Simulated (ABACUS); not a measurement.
SnSe2:

```
CELL_PARAMETERS angstrom
3.81100 0.00000 0.00000
-1.90550 3.30042 0.00000
0.00000 0.00000 6.13600
ATOMIC_POSITIONS crystal
Sn 0.00000 0.00000 0.00000
Se 0.66667 0.33333 0.75100
Se 0.33333 0.66667 0.24900
```

| Property | Result |
| --- | --- |
| Program | ABACUS 3.10.1 |
| Task | relaxation of cell and atoms |
| Functional | PBE |
| Potentials or basis | Ansatz NC PBE |
| Cutoff | 1361 eV |
| Density cutoff | 5442 eV |
| Basis | TZDP LCAO (the cutoffs set its grid) |
| k mesh | 7 × 7 × 5 |
| Occupations | fermi-dirac, width 0.05 eV |
| Spin | no spin polarisation |

At the start: pressure 6.1 GPa; volume 25.73 Å³/atom.

Q: Where does the relaxation end?

A: Over 58 steps the energy falls by 44.7 meV/atom and the volume is 28.63 Å³/atom (+11.3 %); space group P-3m1 (No. 164, to 0.05 Å).

The path:
| step | energy change (eV) | largest force (eV/Å) | pressure (GPa) | volume (Å³) |
| --- | --- | --- | --- | --- |
| 1 | 0.0000 | 0.9383 | 6.05 | 77.18 |
| 3 | -0.1262 | 0.0423 | -0.08 | 83.07 |
| 5 | -0.1272 | 0.0629 | -0.05 | 83.09 |
| 7 | -0.1291 | 0.0567 | 0.22 | 83.16 |
| 9 | -0.1300 | 0.0102 | 0.50 | 83.30 |
| 11 | -0.1310 | 0.0005 | 0.36 | 83.70 |
| 13 | -0.1314 | 0.0399 | 0.09 | 84.05 |
| 15 | -0.1318 | 0.0377 | 0.06 | 84.18 |
| 17 | -0.1321 | 0.0364 | 0.03 | 84.33 |
| 19 | -0.1323 | 0.0257 | 0.06 | 84.43 |
| 21 | -0.1325 | 0.0338 | 0.01 | 84.59 |
| 23 | -0.1330 | 0.0268 | 0.02 | 84.72 |
| 25 | -0.1332 | 0.0228 | 0.03 | 84.87 |
| 27 | -0.1332 | 0.0153 | 0.07 | 84.88 |
| 29 | -0.1333 | 0.0243 | -0.01 | 85.16 |
| 31 | -0.1335 | 0.0193 | 0.01 | 85.20 |
| 33 | -0.1337 | 0.0127 | 0.02 | 85.39 |
| 35 | -0.1337 | 0.0133 | 0.02 | 85.42 |
| 37 | -0.1336 | 0.0121 | 0.01 | 85.50 |
| 39 | -0.1337 | 0.0094 | 0.02 | 85.59 |
| 41 | -0.1340 | 0.0022 | 0.05 | 85.65 |
| 43 | -0.1340 | 0.0102 | 0.00 | 85.73 |
| 45 | -0.1341 | 0.0087 | 0.01 | 85.75 |
| 47 | -0.1341 | 0.0062 | 0.02 | 85.76 |
| 49 | -0.1341 | 0.0080 | 0.00 | 85.79 |
| 51 | -0.1341 | 0.0070 | 0.01 | 85.82 |
| 53 | -0.1340 | 0.0059 | 0.01 | 85.86 |
| 55 | -0.1340 | 0.0010 | 0.04 | 85.86 |
| 57 | -0.1340 | 0.0001 | 0.04 | 85.88 |
| 58 | -0.1340 | 0.0021 | 0.03 | 85.90 |

Final structure:
```
Sn Se
1.0
     3.87797    0.00000    0.00000
    -1.93898    3.35842    0.00000
     0.00000    0.00000    6.59552
Sn Se
1 2
Direct
  0.00000 0.00000 0.00000
  0.66667 0.33333 0.75688
  0.33333 0.66667 0.24312
```

Caveat: the atomic orbitals were generated for these runs and aren't a published set; this functional lacks dispersion, which binds the layers, so the pressure and a relaxed spacing across them are unreliable; the volume moved by +11 % from the deposited cell, more than functionals usually miss; the basis of atomic orbitals isn't converged, which shifts pressures, moduli and gaps.
